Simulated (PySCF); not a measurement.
# As4 (Arsenic tetramer): the cost of one run

The runs use PySCF 2.14.0, with density-fitted response routines of our own; the level of theory stands in each step. All values are computed, except where a source is named. Atoms count from 0, in the outputs and in this text.

## Step 1: The starting structure

4 atoms, charge 0, multiplicity 1; geometry from: GFN2-xTB. The atoms were then displaced at random by about 0.03 Å, so the start is not that level's minimum.

Bonds of the start (Å): As0–As1 2.36, As1–As2 2.38, As2–As3 2.29, As2–As0 2.24, As3–As0 2.36, As3–As1 2.31.

## Step 2: Optimising the geometry at PBE0-D3(BJ)/def2-SVP

The job: settings as JSON, then the geometry in Å.

```
{"job": {"xc": "PBE0", "basis": "def2-SVP", "d3": "d3bj", "grid": 1, "shake": 0.03, "kind": "geom"}, "charge": 0, "multiplicity": 1}
As    -0.910990     0.002980    -1.082780
As     0.648070     1.283860     0.133770
As     0.942400    -1.025410    -0.349750
As    -0.575710    -0.342330     1.222590
```

Launch:

```sh
$ OMP_NUM_THREADS=1 python probes_run.py task.json out
```

One launch serves the whole session: the jobs run in the order shown.

**Question.** How long does this first job take on 1 thread of AMD EPYC 7R13, shared host, and how much memory does it need?

About 42 s, with a peak of 0.63 GiB.
